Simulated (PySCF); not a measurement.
# One shape, several levels: GeH3IO (SMILES [OH][GeH2][I])

Aim: a comparison of 6 runs (HF/STO-3G, HF/def2-SVP, PBE0/def2-SVP, M06-2X/def2-SVPD, BP86/6-311G**, MP2/def2-TZVP) of GeH3IO. The job is set up through a Python script.

The calculation is run with PySCF 2.14.0.

## 1. The system as given

GeH3IO has 6 atoms, charge 0, and is taken as a singlet. As SMILES, `[OH][GeH2][I]`. The coordinates come from a PBE0-D4/def2-TZVP relaxation. This is one conformer, not always the lowest.

Bond lengths: O1–Ge2 1.769 Å, Ge2–I3 2.517 Å, O1–H4 0.961 Å, Ge2–H5 1.536 Å, Ge2–H6 1.528 Å. Angles: O1–Ge2–I3 109.6°, O1–Ge2–H5 111.2°, O1–Ge2–H6 105.2°, I3–Ge2–H5 106.7°, I3–Ge2–H6 109.4°, Ge2–O1–H4 113.0°, H5–Ge2–H6 114.8°.

## 2. Energy and forces at HF/STO-3G (run 1)

Input file input.xyz:

```xyz
6

O     -0.543200    -1.341600     0.083800
Ge     0.400300     0.153700     0.132300
I     -1.151100     2.133300     0.026700
H     -1.107500    -1.404700    -0.690900
H      1.333600     0.259900    -1.082900
H      1.110100     0.135400     1.485000
```

Input file job.py:

```python
import pyscf.grad
from pyscf import gto, scf

mol = gto.M(
    atom='input.xyz',
    max_memory=1860,
    basis='sto-3g',
    verbose=4,
)

hf = scf.RHF(mol)
hf.conv_tol = 1e-10
hf.kernel()
if not hf.converged:
    hf = hf.newton().run(hf.mo_coeff, hf.mo_occ)

etot = hf.e_tot
print('E(%s) = %.9f' % ('HF', etot))
grad = hf.Gradients().kernel()
dip = hf.dip_moment()
pop, q = hf.mulliken_pop()
```

Launch:

```sh
OMP_NUM_THREADS=1 python job.py
```

Standard output:

```text
PySCF version 2.14.0

[... 60 lines left out ...]
converged SCF energy = -8978.09492790547
[... 13 lines left out ...]
Dipole moment(X, Y, Z, Debye):  1.56531, -1.18099, -0.91597
[... 60 lines left out ...]
charge of    5H =     -0.10345
```

Run time: 6.6 s. Hardware: 1 thread of Intel Xeon at 2.70GHz, shared host; peak memory 0.12 GiB.

## 3. Energy and forces at HF/def2-SVP (core potential) (run 2)

Input file input.py:

```python
from pyscf import gto, scf

mol = gto.Mole()
mol.atom = '''
O       -0.543200      -1.341600       0.083800
Ge       0.400300       0.153700       0.132300
I       -1.151100       2.133300       0.026700
H       -1.107500      -1.404700      -0.690900
H        1.333600       0.259900      -1.082900
H        1.110100       0.135400       1.485000
'''
mol.spin = 0
mol.ecp = {'I': 'def2-svp'}
mol.verbose = 4
mol.max_memory = 1860
mol.basis = 'def2-svp'
mol.build()

mf = scf.RHF(mol)
mf.conv_tol = 1e-10
mf.kernel()
if not mf.converged:
    mf = mf.newton().run(mf.mo_coeff, mf.mo_occ)

etot = mf.e_tot
print('E = %.10f Eh' % etot)
grad = mf.nuc_grad_method().kernel()
dip = mf.dip_moment()
pop, q = mf.mulliken_pop()
```

Launch:

```sh
OMP_NUM_THREADS=1 python input.py
```

Standard output:

```text
PySCF version 2.14.0

[... 64 lines left out ...]
converged SCF energy = -2448.362297786
[... 13 lines left out ...]
Dipole moment(X, Y, Z, Debye):  1.02813, -0.37446, -1.15234
[... 94 lines left out ...]
charge of    5H =     -0.09779
```

It took 16 s on 1 thread of Intel Xeon at 2.70GHz, shared host; peak memory 0.17 GiB.

Run 3 isn't shown in full; the table further down has it.

## 4. Energy and forces at M06-2X/def2-SVPD (core potential) (run 4)

Input file input.py:

```python
import pyscf.grad
from pyscf import gto, dft

mol = gto.Mole()
mol.atom = [
    ('O', (-0.543200, -1.341600, 0.083800)),
    ('Ge', (0.400300, 0.153700, 0.132300)),
    ('I', (-1.151100, 2.133300, 0.026700)),
    ('H', (-1.107500, -1.404700, -0.690900)),
    ('H', (1.333600, 0.259900, -1.082900)),
    ('H', (1.110100, 0.135400, 1.485000)),
]
mol.max_memory = 1860
mol.verbose = 3
mol.ecp = {'I': 'def2-svp'}
mol.basis = 'def2-svpd'
mol.build()

myscf = dft.RKS(mol, xc='m06-2x')
myscf.grids.level = 5
myscf.conv_tol = 1e-10
myscf.kernel()
if not myscf.converged:
    myscf = myscf.newton().run(myscf.mo_coeff, myscf.mo_occ)

e_final = myscf.e_tot
print(f'total energy: {e_final:.8f} hartree')
grad = myscf.Gradients().kernel()
myscf.analyze()
```

Launch:

```sh
OMP_NUM_THREADS=1 python input.py
```

Standard output:

```text
converged SCF energy = -2451.37311327222
[... 25 lines left out ...]
MO #15  energy= -2.0621388865719   occ= 2
[... 20 lines left out ...]
MO #36  energy= 0.00736338550242157 occ= 0
[... 20 lines left out ...]
MO #57  energy= 0.254311187573666  occ= 0
[... 20 lines left out ...]
MO #78  energy= 0.647880475338463  occ= 0
[... 20 lines left out ...]
MO #99  energy= 1.78189833956936   occ= 0
[... 20 lines left out ...]
MO #120 energy= 56.258754240224    occ= 0
[... 7 lines left out ...]
Dipole moment(X, Y, Z, Debye):  0.94740, -0.34119, -0.97803
```

Wall time 1.9 min (1 thread of Intel Xeon at 2.70GHz, shared host); peak memory 1.2 GiB.

Run 5 isn't shown in full; the table further down has it.

## 5. Energy and forces at MP2/def2-TZVP (core potential) (run 6)

Input file input.py:

```python
# [OH][GeH2][I]
import pyscf.grad
from pyscf import gto, mp

mol = gto.M(
    atom=[
    ('O', (-0.543200, -1.341600, 0.083800)),
    ('Ge', (0.400300, 0.153700, 0.132300)),
    ('I', (-1.151100, 2.133300, 0.026700)),
    ('H', (-1.107500, -1.404700, -0.690900)),
    ('H', (1.333600, 0.259900, -1.082900)),
    ('H', (1.110100, 0.135400, 1.485000)),
],
    basis='def2-tzvp',
    max_memory=1860,
    ecp={'I': 'def2-svp'},
    spin=0,
    verbose=3,
)

hf = mol.RHF()
hf.conv_tol = 1e-10
hf.kernel()
if not hf.converged:
    hf = hf.newton().run(hf.mo_coeff, hf.mo_occ)

pt = mp.MP2(hf, frozen=14).run()
etot = pt.e_tot
print('E = %.10f Eh' % etot)
grad = pt.Gradients().kernel()
hf.analyze()
```

Launch:

```sh
OMP_NUM_THREADS=1 python input.py
```

Standard output:

```text
converged SCF energy = -2448.7363922471
[... 34 lines left out ...]
MO #22  energy= -1.68535855609575  occ= 2
[... 24 lines left out ...]
MO #47  energy= 0.343790980504268  occ= 0
[... 24 lines left out ...]
MO #72  energy= 1.13791313434103   occ= 0
[... 24 lines left out ...]
MO #97  energy= 2.15798996948584   occ= 0
[... 24 lines left out ...]
MO #122 energy= 3.60558414326137   occ= 0
[... 24 lines left out ...]
MO #147 energy= 118.697844624236   occ= 0
[... 1 line left out ...]
WARN: Weak orthogonality for localized orbitals 1.2432114969831209e-09

 ** Mulliken atomic charges  **
charge of    0O =     -0.82196
charge of    1Ge =     -0.20182
charge of    2I =      0.91377
charge of    3H =      0.34639
charge of    4H =     -0.12562
charge of    5H =     -0.11077
Dipole moment(X, Y, Z, Debye):  0.95015, -0.29917, -1.08594
```

Run time: 2.5 min. Hardware: 1 thread of Intel Xeon at 2.70GHz, shared host; peak memory 2 GiB.

## 6. All runs side by side

```
run                              level  core potential  integration grid   energy (Eh)  dipole moment (D) of the reference  HOMO energy (eV)  LUMO energy (eV)  wall time
  1                          HF/STO-3G               –                 –  -8978.094928                                2.16             -7.50              7.59      6.6 s
  2       HF/def2-SVP (core potential)        def2-svp                 –  -2448.362298                                1.59            -10.20              2.78       16 s
  3     PBE0/def2-SVP (core potential)        def2-svp                 5  -2451.133625                                1.42             -7.59             -0.72       53 s
  4  M06-2X/def2-SVPD (core potential)        def2-svp                 5  -2451.373113                                1.40             -8.83             -0.25    1.9 min
  5                      BP86/6-311G**               –                 5  -9074.420500                                1.43             -6.66             -1.86       74 s
  6     MP2/def2-TZVP (core potential)        def2-svp                 –  -2449.721685                                1.47            -10.24              2.38    2.5 min
```

## 7. What came out

| quantity | value |
| --- | --- |
| run 6: total energy | -2449.72168 Eh |
| run 6: dipole moment (Hartree–Fock density) | 1.47 D |
| run 6: HOMO energy (Hartree–Fock orbitals) | -10.24 eV |
| run 6: LUMO energy (Hartree–Fock orbitals) | 2.38 eV |
| run 6: HOMO–LUMO gap (Hartree–Fock orbitals) | 12.62 eV |
| run 6: correlation energy (14 core orbitals frozen) | -985.3 mEh |
| run 6: largest force on an atom | 0.284 eV/Å |

What this shows: Over runs 1, 2, 3, 4, 5 the dipole moment (its size) runs from 1.40 D (M06-2X/def2-SVPD) to 2.16 D (HF/STO-3G). The two ends differ in method and basis and core potential. Over runs 1, 2, 3, 4, 5 the HOMO–LUMO gap runs from 4.80 eV (BP86/6-311G**) to 15.09 eV (HF/STO-3G). The two ends differ in method and basis. Totals of different functionals can't be ranked against each other. Some runs of one species differ in core potentials or relativity; totals across that change don't compare. In run 1 the basis is minimal, so the values are rough. In runs 1, 5 relativity is left out where basis or elements ask for it. All runs together took 6.9 min, the longest 2.5 min.
